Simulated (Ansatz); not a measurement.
# One shape, several levels: C2HCl2Si (SMILES C#C[Si](Cl)Cl)

We compute a comparison of 5 runs (U-r2SCAN/cc-pVDZ, UB2PLYP/cc-pVDZ, UB3LYP/cc-pVDZ, RPA@PBE/cc-pVDZ, UCCSD/cc-pVDZ) of C2HCl2Si. 

The calculation is run with Ansatz 0.2.0.

69 further runs of the same task are left out: 69 set aside as unsound or not needed.

## (1) Starting point

C2HCl2Si has 6 atoms, charge 0, and is taken as a doublet. As SMILES, `C#C[Si](Cl)Cl`. The C2–Si3 distance was set to 2.345 Å, away from the relaxed value.

Bond lengths: C1–C2 1.208 Å, Si3–Cl4 2.043 Å, Si3–Cl5 2.043 Å, C1–H6 1.066 Å. Angles: Cl4–Si3–Cl5 110.2°, C2–C1–H6 179.0°. A long bond or contact: C2–Si3 2.345 Å.

## (2) The energy at U-r2SCAN/cc-pVDZ (run 1)

molecule.yaml

```yaml
crystal:
  periodic: [false, false, false]
  atoms:
    - symbol: C
      position_ang: [1.632278, 0.687265, 1.507210]
    - symbol: C
      position_ang: [0.829278, 0.299165, 0.692910]
    - symbol: Si
      position_ang: [-0.504400, -0.583800, -1.021800]
    - symbol: Cl
      position_ang: [-1.914000, -1.830600, -0.226100]
    - symbol: Cl
      position_ang: [-1.406000, 0.937000, -2.046300]
    - symbol: H
      position_ang: [2.328178, 1.038265, 2.235110]
basis:
  gaussian: {orbitals: cc-pVDZ}
magnetization: {spin_polarized: true, initial_magnetization: 1}
hamiltonian: {xc: r2scan}
accuracy: high
output: {orbitals: {seedname: orbitals}}
```

Started as:

```console
$ ansatz run molecule.yaml --threads 1 --pin off --max-ram 3480MiB --events-out events.jsonl --progress --plain --runs-dir runs
```

Standard output:

```text
Warning: RAYON_NUM_THREADS=1 ignored (pool sized by the plan → 1); use --threads N
Functional definition: r2SCAN
  name "r2SCAN"
  parameter k0 = 0.174
  parameter k1 = 0.065
  parameter a1 = 4.9479
  exchange = r2scan_x(k0 = k0, k1 = k1, a1 = a1)
  correlation = r2scan_c
1862 factors; integrals over basis functions are off by at most 3.3e-9 eV
mean field evaluation 1: about -35001.5831 eV, gradient 3.1e1 eV
mean field evaluation 2: about -34890.3156 eV, gradient 1.1e2 eV
mean field evaluation 4: about -35008.0084 eV, gradient 5.0e0 eV
mean field evaluation 8: about -35008.1642 eV, gradient 1.6e-1 eV
mean field evaluation 16: about -35008.1607 eV, gradient 1.1e-3 eV
mean field -35008.16074671 eV, -1286.5261780581 hartree, gradient 5.7e-8 eV, S^2 0.755606; 0 other end points of the search recorded, 0 dependent functions left out
reference -35008.16074846 eV, -1286.5261781222 hartree; 31, 30 occupied and 56, 57 virtual orbitals, 1862 factors
Total energy: -35008.16074846 eV, -1286.5261781222 hartree
```

Wall time 34 s (1 thread of Arm Neoverse V2, shared host); peak memory 0.42 GiB.

## (3) A single-point energy at UB2PLYP/cc-pVDZ (run 2)

input.yaml

```yaml
crystal:
  periodic: [false, false, false]
  atoms:
    - symbol: C
      position_ang: [1.632278, 0.687265, 1.507210]
    - symbol: C
      position_ang: [0.829278, 0.299165, 0.692910]
    - symbol: Si
      position_ang: [-0.504400, -0.583800, -1.021800]
    - symbol: Cl
      position_ang: [-1.914000, -1.830600, -0.226100]
    - symbol: Cl
      position_ang: [-1.406000, 0.937000, -2.046300]
    - symbol: H
      position_ang: [2.328178, 1.038265, 2.235110]
basis:
  gaussian: {orbitals: cc-pVDZ}
magnetization: {spin_polarized: true, initial_magnetization: 1}
hamiltonian: {xc: {name: B2PLYP}}
correlation: {frozen_orbitals: {C: 1, Cl: 5, H: 0, Si: 5}}
accuracy: high
output: {orbitals: {seedname: orbitals}}
```

Started as:

```console
$ ansatz run input.yaml --threads 1 --pin off --max-ram 3480MiB --events-out events.jsonl --progress --plain --runs-dir runs
```

Standard output, shortened:

```text
Warning: RAYON_NUM_THREADS=1 ignored (pool sized by the plan → 1); use --threads N
Functional definition: B2PLYP
  name "B2PLYP"
[...]
1862 factors; integrals over basis functions are off by at most 3.3e-9 eV
[...]
mean field -34992.73305408 eV, -1285.9592208111 hartree, gradient 4.2e-8 eV, S^2 0.760234; 1 other end points of the search recorded, 0 dependent functions left out
17 core orbitals not correlated: weight in the atoms' cores, before any rotation towards them, 1.000 or more for the frozen orbitals, at most 0.000 for the correlated occupied ones
reference -34992.73308076 eV, -1285.9592217917 hartree; 14, 13 occupied and 56, 57 virtual orbitals, 1862 factors
second order -20.13019891 eV of doubles, -0.00000000 eV of singles
Total energy: -34998.16823447 eV, -1286.1589600063 hartree
```

Wall time 22 s (1 thread of Arm Neoverse V2, shared host); peak memory 0.46 GiB.

Runs 3 to 4 aren't shown in full; the table further down has their settings and results.

## (4) The energy at UCCSD/cc-pVDZ (run 5)

run.yaml

```yaml
crystal:
  periodic: [false, false, false]
  atoms:
    - {symbol: C, position_ang: [1.632278, 0.687265, 1.507210]}
    - {symbol: C, position_ang: [0.829278, 0.299165, 0.692910]}
    - {symbol: Si, position_ang: [-0.504400, -0.583800, -1.021800]}
    - {symbol: Cl, position_ang: [-1.914000, -1.830600, -0.226100]}
    - {symbol: Cl, position_ang: [-1.406000, 0.937000, -2.046300]}
    - {symbol: H, position_ang: [2.328178, 1.038265, 2.235110]}
basis:
  gaussian: {orbitals: cc-pVDZ}
magnetization: {spin_polarized: true, initial_magnetization: 1}
correlation: {method: ccsd, frozen_orbitals: {C: 1, Cl: 5, H: 0, Si: 5}}
accuracy: high
scf: {omitted_lower_state_checks: [cluster_reference, increment]}
```

Started as:

```console
$ ansatz run run.yaml --threads 1 --pin off --max-ram 3480MiB --events-out events.jsonl --progress --plain --runs-dir runs
```

Standard output, shortened:

```text
Warning: RAYON_NUM_THREADS=1 ignored (pool sized by the plan → 1); use --threads N
Functional definition: HF
  name "HF"
[...]
1862 factors; integrals over basis functions are off by at most 3.3e-9 eV
[...]
mean field -34945.32632794 eV, -1284.2170557588 hartree, gradient 2.7e-8 eV, S^2 0.840736; 4 other end points of the search recorded, 0 dependent functions left out
17 core orbitals not correlated: weight in the atoms' cores, before any rotation towards them, 1.000 or more for the frozen orbitals, at most 0.000 for the correlated occupied ones
reference -34945.32632794 eV, -1284.2170557588 hartree; 14, 13 occupied and 56, 57 virtual orbitals, 1862 factors
second order -15.83507204 eV of doubles, -0.00000000 eV of singles
cycle   1  -16.41141833 eV  change   -5.8e-1 eV  update   1.1e-1
[...]
cycle  26  -17.07765681 eV  change   -2.8e-9 eV  update   1.4e-9
Total energy: -34962.40398475 eV, -1284.8446480709 hartree
Checks for a lower state left out: cluster_reference, increment
```

Run time: 54 s. Hardware: 1 thread of Arm Neoverse V2, shared host; peak memory 0.75 GiB.

## (5) The series

```csv
run,level,frozen core orbitals,energy (Eh),HOMO energy (eV),LUMO energy (eV),⟨S²⟩,wall time
1,U-r2SCAN/cc-pVDZ,–,-1286.526178,-6.54,-4.41,0.756,34 s
2,UB2PLYP/cc-pVDZ,17,-1286.158960,-8.38,-2.73,0.760,22 s
3,UB3LYP/cc-pVDZ,–,-1286.700789,-7.03,-4.29,0.754,19 s
4,RPA@PBE/cc-pVDZ,17,-1285.116985,–,–,0.753,18 s
5,UCCSD/cc-pVDZ,17,-1284.844648,–,–,0.841,54 s
```

## (6) Summary of results

```
                                           quantity           value
                                run 5: total energy  -1284.84465 Eh
run 5: correlation energy (17 core orbitals frozen)      -627.6 mEh
           run 5: ⟨S²⟩ of the reference determinant           0.841
                               run 5: T1 diagnostic           0.023
```

Totals of different functionals can't be ranked against each other. All runs together took 2.4 min, the longest 54 s.
